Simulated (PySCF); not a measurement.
# CH₇FO₂Si₃: magnetic properties

What do calculations give for the magnetic properties of CH₇FO₂Si₃ (`O=C[SiH2]O[SiH2][SiH2]F`)?

Computed with PySCF 2.14.0 and routines of our own; the level stands in each step. Atoms count from 0.

## Step 1: The system as given

14 atoms, charge 0, multiplicity 1; geometry from: GFN2-xTB.

## Step 2: Magnetic properties: GIAO B3LYP/pcSseg-1

What the job is given:

```
{"job": {"kind": "mag", "xc": "B3LYP", "basis": "pcSseg-1", "isotopologues": 2}, "charge": 0, "multiplicity": 1}
O      1.241260     1.119232     0.809041
C      1.964604     0.151921     0.749058
Si     1.423106    -1.531241     0.003280
O     -0.092027    -1.368983    -0.472717
Si    -1.489690    -0.514614    -0.712386
Si    -1.269267     1.631817     0.078573
F     -2.743946     2.252211    -0.249722
H      2.995850     0.247174     1.149052
H      2.268791    -1.795357    -1.156190
H      1.484335    -2.530385     1.064778
H     -2.473161    -1.381351    -0.044856
H     -1.684724    -0.679800    -2.161144
H     -0.419142     2.559985    -0.660850
H     -1.206667     1.838919     1.522179
```

Method: GIAO B3LYP/pcSseg-1 magnetisability, rotational g tensor and spin-rotation constants, non-relativistic, gas phase.

On the command line:

```sh
$ OMP_NUM_THREADS=1 python excited_run.py task.json out
```

One launch serves the whole session: the jobs run in the order shown.

Output:

```text
coarse grid: 13560 points
cycle   1  E = -1160.8716405785  dE =  7.614e-01  |g| = 1.231e+00  |ddm| = 3.470e+00
cycle   2  E = -1159.9582247140  dE =  9.134e-01  |g| = 2.501e+00  |ddm| = 2.879e+00
cycle   3  E = -1161.1199016606  dE = -1.162e+00  |g| = 2.786e-01  |ddm| = 2.229e+00
cycle   4  E = -1161.1303181143  dE = -1.042e-02  |g| = 1.649e-01  |ddm| = 2.578e-01
cycle   5  E = -1161.1346902027  dE = -4.372e-03  |g| = 2.956e-02  |ddm| = 1.129e-01
cycle   6  E = -1161.1348529002  dE = -1.627e-04  |g| = 1.148e-02  |ddm| = 3.390e-02
cycle   7  E = -1161.1348730399  dE = -2.014e-05  |g| = 2.449e-03  |ddm| = 8.210e-03
cycle   8  E = -1161.1348741757  dE = -1.136e-06  |g| = 5.388e-04  |ddm| = 2.652e-03
final grid: 118616 points
cycle   9  E = -1161.1975621168  dE = -1.042e-05  |g| = 4.876e-03  |ddm| = 1.399e-02
cycle  10  E = -1161.1975507384  dE =  1.138e-05  |g| = 9.293e-03  |ddm| = 7.796e-03
cycle  11  E = -1161.1975660061  dE = -1.527e-05  |g| = 1.251e-03  |ddm| = 5.479e-03
cycle  12  E = -1161.1975662859  dE = -2.798e-07  |g| = 3.019e-04  |ddm| = 1.070e-03
cycle  13  E = -1161.1975662998  dE = -1.393e-08  |g| = 6.713e-05  |ddm| = 2.780e-04
cycle  14  E = -1161.1975663006  dE = -7.983e-10  |g| = 2.621e-05  |ddm| = 7.326e-05
converged SCF energy = -1161.1975663006

Magnetisability tensor (1e-30 J/T^2)
    -1042.57      -23.77      -46.21
      -23.77     -773.02       47.94
      -46.21       47.94     -941.31
isotropic -918.97   principal values   -1060.57   -940.35   -755.98
isotropic susceptibility -55.341 1e-6 cm^3/mol

Inertial axes            a          b          c
rot. const./GHz      2.4485     0.9153     0.6822
chi total           -55.879    -53.516    -56.629
chi diamagnetic    -615.039  -1353.005  -1780.030
chi paramagnetic    559.160   1299.490   1723.401
quadrupole/D A       -0.546     -1.746      2.292
g nuclear            0.5743     0.5323     0.5329
g electronic        -0.6432    -0.5588    -0.5523
g total             -0.0689    -0.0265    -0.0195

Spin-rotation constants (kHz, H = +C I.J)
atom  isotope        aa         bb         cc
  6    19F        1.646      0.357      0.131
  7     1H        0.145      0.017     -0.067
  8     1H       -0.152     -0.076      0.006
  9     1H       -0.148     -0.076      0.005
 10     1H       -0.232     -0.024      0.004
 11     1H       -0.233     -0.027      0.005
 12     1H       -0.201     -0.038      0.007
 13     1H       -0.201     -0.038      0.008
  0    17O*      -3.698     -0.708      0.011
  1    13C*       1.824      0.500      0.162
  2   29Si*      -1.355     -0.543     -0.393
  3    17O*      -0.290     -0.021     -0.001
  4   29Si*      -1.288     -0.593     -0.448
  5   29Si*      -1.393     -0.592     -0.431
* in the singly substituted isotopologue

Isotopologues: g along a, b, c
2H    at 7,8,9,10,11,12    -0.0603    -0.0247    -0.0182
18O   at 0                 -0.0666    -0.0265    -0.0193
```

Wall time 38 s (1 thread of Intel Xeon Platinum 8488C, shared host); peak memory 0.81 GiB.

From this job:

| quantity | value |
| --- | --- |
| magnetisability | -919·10⁻³⁰ J/T² |
| molar susceptibility | -55.3·10⁻⁶ cm³/mol |
| rotational g (a, b, c) | -0.0689, -0.0265, -0.0195 |

The fields below are evaluated on a grid from the run's orbitals.

Frontier orbitals at B3LYP/pcSseg-1, with the share of their density that lies nearest to each atom:

| orbital | energy (eV) | lies on |
| --- | --- | --- |
| HOMO | -7.32 | O0 37 %; C1 13 %; H7 12 % |
| LUMO | -2.32 | C1 46 %; O0 32 %; H7 9 % |

ELF in a plane through or near 8 of the atoms.

Values, 10 rows by 14 columns:
```
0.00 0.00 0.00 0.00 0.00 0.00 0.00 0.00 0.00 0.00 0.00 0.00 0.00 0.00
0.00 0.00 0.00 0.00 0.01 0.00 0.01 0.00 0.00 0.00 0.00 0.00 0.00 0.00
0.00 0.00 0.00 0.86 0.98 0.04 0.82 0.40 0.01 0.05 0.01 0.00 0.00 0.00
0.00 0.00 0.00 0.93 1.00 0.34 0.39 0.77 0.18 0.34 0.11 0.26 0.02 0.00
0.00 0.00 0.00 0.01 0.67 0.89 0.23 0.13 0.09 0.38 0.76 0.76 0.21 0.00
0.00 0.00 0.01 0.19 0.25 0.36 0.48 0.23 0.97 0.84 0.41 0.78 0.09 0.00
0.00 0.00 0.01 0.24 0.19 0.38 0.21 0.41 0.70 0.19 0.01 0.01 0.00 0.00
0.00 0.00 0.00 0.02 0.05 0.21 0.73 0.17 0.34 0.29 0.02 0.00 0.00 0.00
0.00 0.00 0.00 0.00 0.00 0.00 0.01 0.01 0.06 0.03 0.00 0.00 0.00 0.00
0.00 0.00 0.00 0.00 0.00 0.00 0.00 0.00 0.00 0.00 0.00 0.00 0.00 0.00
```
The map spans 12.3 Å across and 9.6 Å up, centred on the molecule. Atoms in the plane (x, y in Å): O0 (-0.5, 1.8), C1 (-1.6, 1.3), Si2 (-2.0, -0.6), O3 (-0.6, -1.3), Si4 (1.1, -1.4), Si5 (1.9, 0.8), F6 (3.5, 0.4), H7 (-2.5, 2.0).

On the surface of density 0.002 e/bohr³ the electrostatic potential runs, from the 1st to the 99th percentile, from -1.44 V near F6 to 2.01 V near H7.

## Step 3: Magnetic properties: GIAO HSE06/6-31G*

The job, as its differences from that of step 2:

```diff
@@ -1,2 +1,2 @@
-{"job": {"kind": "mag", "xc": "B3LYP", "basis": "pcSseg-1", "isotopologues": 2}, "charge": 0, "multiplicity": 1}
+{"job": {"kind": "mag", "xc": "HSE06", "basis": "6-31G*"}, "charge": 0, "multiplicity": 1}
 O      1.241260     1.119232     0.809041
```

Method: GIAO HSE06/6-31G* magnetisability, rotational g tensor and spin-rotation constants, non-relativistic, gas phase.

Output:

```text
coarse grid: 13560 points
cycle   1  E = -1160.3403590797  dE =  7.836e-01  |g| = 1.119e+00  |ddm| = 3.498e+00
cycle   2  E = -1159.5306097965  dE =  8.097e-01  |g| = 2.289e+00  |ddm| = 2.725e+00
cycle   3  E = -1160.5622935919  dE = -1.032e+00  |g| = 2.595e-01  |ddm| = 2.051e+00
cycle   4  E = -1160.5723881300  dE = -1.009e-02  |g| = 1.405e-01  |ddm| = 2.756e-01
cycle   5  E = -1160.5758975962  dE = -3.509e-03  |g| = 2.571e-02  |ddm| = 1.081e-01
cycle   6  E = -1160.5760363063  dE = -1.387e-04  |g| = 7.973e-03  |ddm| = 2.908e-02
cycle   7  E = -1160.5760485541  dE = -1.225e-05  |g| = 1.622e-03  |ddm| = 6.243e-03
cycle   8  E = -1160.5760491765  dE = -6.224e-07  |g| = 4.033e-04  |ddm| = 2.052e-03
final grid: 118616 points
cycle   9  E = -1160.5084472482  dE = -9.599e-06  |g| = 6.725e-03  |ddm| = 1.382e-02
cycle  10  E = -1160.5084387113  dE =  8.537e-06  |g| = 9.912e-03  |ddm| = 1.285e-02
cycle  11  E = -1160.5084549992  dE = -1.629e-05  |g| = 5.385e-04  |ddm| = 7.752e-03
cycle  12  E = -1160.5084550667  dE = -6.757e-08  |g| = 1.264e-04  |ddm| = 6.335e-04
cycle  13  E = -1160.5084550624  dE =  4.326e-09  |g| = 8.602e-05  |ddm| = 1.437e-04
cycle  14  E = -1160.5084550638  dE = -1.357e-09  |g| = 2.224e-05  |ddm| = 7.657e-05
cycle  15  E = -1160.5084550639  dE = -9.140e-11  |g| = 8.278e-06  |ddm| = 2.385e-05
converged SCF energy = -1160.5084550639

Magnetisability tensor (1e-30 J/T^2)
    -1034.68      -24.07      -53.26
      -24.07     -766.75       41.00
      -53.26       41.00     -919.69
isotropic -907.04   principal values   -1055.76   -913.77   -751.59
isotropic susceptibility -54.623 1e-6 cm^3/mol

Inertial axes            a          b          c
rot. const./GHz      2.4485     0.9153     0.6822
chi total           -55.431    -53.410    -55.029
chi diamagnetic    -611.431  -1349.364  -1776.283
chi paramagnetic    556.001   1295.955   1721.254
quadrupole/D A       -0.448     -1.704      2.152
g nuclear            0.5743     0.5323     0.5329
g electronic        -0.6396    -0.5573    -0.5516
g total             -0.0653    -0.0249    -0.0188

Spin-rotation constants (kHz, H = +C I.J)
atom  isotope        aa         bb         cc
  6    19F        1.542      0.297      0.124
  7     1H        0.150      0.015     -0.069
  8     1H       -0.158     -0.077      0.005
  9     1H       -0.155     -0.077      0.004
 10     1H       -0.238     -0.025      0.003
 11     1H       -0.239     -0.028      0.005
 12     1H       -0.202     -0.039      0.007
 13     1H       -0.203     -0.039      0.007
  0    17O*      -3.396     -0.638      0.018
  1    13C*       1.677      0.446      0.141
  2   29Si*      -1.171     -0.490     -0.360
  3    17O*      -0.254     -0.018     -0.004
  4   29Si*      -1.155     -0.539     -0.408
  5   29Si*      -1.248     -0.538     -0.387
* in the singly substituted isotopologue
```

It took 38 s on 1 thread of Intel Xeon Platinum 8488C, shared host; peak memory 0.69 GiB.

From this job:

| quantity | value |
| --- | --- |
| magnetisability | -907·10⁻³⁰ J/T² |
| molar susceptibility | -54.6·10⁻⁶ cm³/mol |
| rotational g (a, b, c) | -0.0653, -0.0249, -0.0188 |

## Step 4: The levels compared

| level | ξ (10⁻³⁰ J/T²) | g(a) | g(b) | gap (eV) | functions | time |
| --- | --- | --- | --- | --- | --- | --- |
| GIAO B3LYP/pcSseg-1 | -919 | -0.0689 | -0.0265 | 5.00 | 175 | 38 s |
| GIAO HSE06/6-31G* | -907 | -0.0653 | -0.0249 | 4.73 | 124 | 38 s |

## Step 5: Outcome

| quantity | value |
| --- | --- |
| magnetisability (step 2, GIAO B3LYP/pcSseg-1) | -919·10⁻³⁰ J/T² |
| molar susceptibility (step 2, GIAO B3LYP/pcSseg-1) | -55.3·10⁻⁶ cm³/mol |
| rotational g (a, b, c) (step 2, GIAO B3LYP/pcSseg-1) | -0.0689, -0.0265, -0.0195 |
| surface potential, 1st and 99th percentile | -1.44 V and 2.01 V |
| magnetisability over the levels | -919 to -907·10⁻³⁰ J/T² |

At B3LYP/pcSseg-1, counted by nearest atom on the grid, the HOMO lies on O0 37 %; C1 13 %, the LUMO on C1 46 %; O0 32 %. The magnetisability spreads by 1.3 % over 2 levels of like cost. Two levels can agree by chance, so this spread shows no convergence. Vibrational averaging and real surroundings are missing from these values.
